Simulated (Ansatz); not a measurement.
# C₃H₉CdNS: shape, modes and thermochemistry

What shape does C₃H₉CdNS take? The plan is to relax it, then compute its harmonic vibrations to see whether it is a minimum and to get the zero-point energy and entropy, and look at its orbitals and charge.

Method: RKS PBE0-D4/def2-TZVP; program: Ansatz 0.2.0, Gaussian basis.

The runs, in order: relaxation at PBE0-D4/def2-TZVP; harmonic vibrations at the same level; a single point in def2-TZVPP for the fields.

## Step 1: The system as given

SMILES `C[S][Cd][N](C)C`, 15 atoms, charge 0, spin multiplicity 1.

Atoms are counted from 1 here; the program's logs count them from 0.

Bond lengths: C1–S2 1.826 Å, C1–H7 1.089 Å, C1–H8 1.086 Å, C1–H9 1.092 Å, S2–Cd3 2.483 Å, Cd3–N4 2.152 Å, N4–C5 1.447 Å, N4–C6 1.446 Å, C5–H10 1.095 Å, C5–H11 1.097 Å, C5–H12 1.112 Å, C6–H13 1.110 Å, C6–H14 1.097 Å, C6–H15 1.096 Å. Angles: S2–C1–H7 109.9°, S2–C1–H8 106.4°, S2–C1–H9 110.4°, H7–C1–H8 109.5°, H7–C1–H9 111.0°, H8–C1–H9 109.5°, C1–S2–Cd3 99.0°, S2–Cd3–N4 108.1°, Cd3–N4–C5 104.2°, Cd3–N4–C6 105.4°, C5–N4–C6 109.3°, N4–C5–H10 109.5°, N4–C5–H11 109.2°, N4–C5–H12 113.1°, H10–C5–H11 108.3°, H10–C5–H12 109.5°, H11–C5–H12 107.1°, N4–C6–H13 113.0° and more.

Coordinates:

```xyz
15
charge 0, multiplicity 1
C    -0.1591   -1.4641    2.5890
S     1.2548   -0.8543    1.6080
Cd    0.5037   -1.5773   -0.6458
N    -0.1780    0.1621   -1.7136
C     1.0117    0.9708   -1.8719
C    -1.0937    0.8292   -0.8147
H    -0.0934   -2.5449    2.7005
H    -0.0814   -0.9931    3.5647
H    -1.1010   -1.1749    2.1184
H     1.7002    0.4776   -2.5662
H     0.7331    1.9428   -2.2961
H     1.5345    1.1710   -0.9110
H    -0.6433    1.0557    0.1741
H    -1.3976    1.7861   -1.2555
H    -1.9905    0.2135   -0.6801
```

The start is a GFN2-xTB geometry. Cd takes the def2 core potential; no spin-orbit term is included.

## Step 2: Geometry optimisation, PBE0-D4/def2-TZVP

in.yaml reads:

```yaml
crystal:
  periodic: [false, false, false]
  atoms:
    - {symbol: C, position_ang: [-0.159140, -1.464080, 2.589030]}
    - {symbol: S, position_ang: [1.254810, -0.854310, 1.608020]}
    - {symbol: Cd, position_ang: [0.503680, -1.577330, -0.645790]}
    - {symbol: N, position_ang: [-0.177990, 0.162150, -1.713560]}
    - {symbol: C, position_ang: [1.011720, 0.970820, -1.871910]}
    - {symbol: C, position_ang: [-1.093660, 0.829160, -0.814680]}
    - {symbol: H, position_ang: [-0.093440, -2.544940, 2.700540]}
    - {symbol: H, position_ang: [-0.081400, -0.993100, 3.564740]}
    - {symbol: H, position_ang: [-1.100970, -1.174920, 2.118390]}
    - {symbol: H, position_ang: [1.700210, 0.477560, -2.566230]}
    - {symbol: H, position_ang: [0.733080, 1.942830, -2.296050]}
    - {symbol: H, position_ang: [1.534460, 1.170970, -0.911030]}
    - {symbol: H, position_ang: [-0.643260, 1.055660, 0.174150]}
    - {symbol: H, position_ang: [-1.397600, 1.786060, -1.255520]}
    - {symbol: H, position_ang: [-1.990510, 0.213480, -0.680110]}
basis:
  gaussian: {orbitals: def2-TZVP}
hamiltonian: {xc: pbe0, dispersion: d4}
relax: {f_tol: 0.005, max_steps: 150}
```

Run with:

```
$ ansatz run in.yaml --threads 2 --pin off --events-out ev --progress --plain --max-ram 20480MiB --backend cuda --devices 0, --max-vram 18GiB
```

Further steps of the session: Force constants and modes; Fields at the relaxed geometry.

Q: Predict the results of all the runs planned. Wanted: point group; shift from the start; total energy; dispersion term; dipole moment; lowest, highest wavenumber; zero-point energy; HOMO, LUMO.

As calculated:

```
                  quantity            value
               point group               Cs
                     steps               31
shift from the start (rms)          1.192 Å
              total energy   -20141.1335 eV
           dispersion term         -286 meV
             dipole moment           1.77 D
lowest, highest wavenumber    35, 3154 cm⁻¹
         zero-point energy     314.1 kJ/mol
       entropy at 298.15 K  431.4 J/(mol K)
                HOMO, LUMO  -5.68, -0.91 eV
```

In words: The relaxed geometry lies 1.19 Å (rms) from the start; the bond that changed most is S2–Cd3, from 2.483 to 2.323 Å. No mode is imaginary: a true minimum at this level. The stiffest mode, 3154 cm⁻¹, is a C–H stretch, and 6 modes under 200 cm⁻¹ make the vibrational entropy uncertain. Harmonic hybrid wavenumbers usually lie a few per cent above measured fundamentals. The largest Mulliken charge, +0.60 e, sits on Cd3. The HOMO lies mostly on N4 63 %; H12, H13 about 7 % each and the LUMO on Cd3 37 %; S2 18 %.
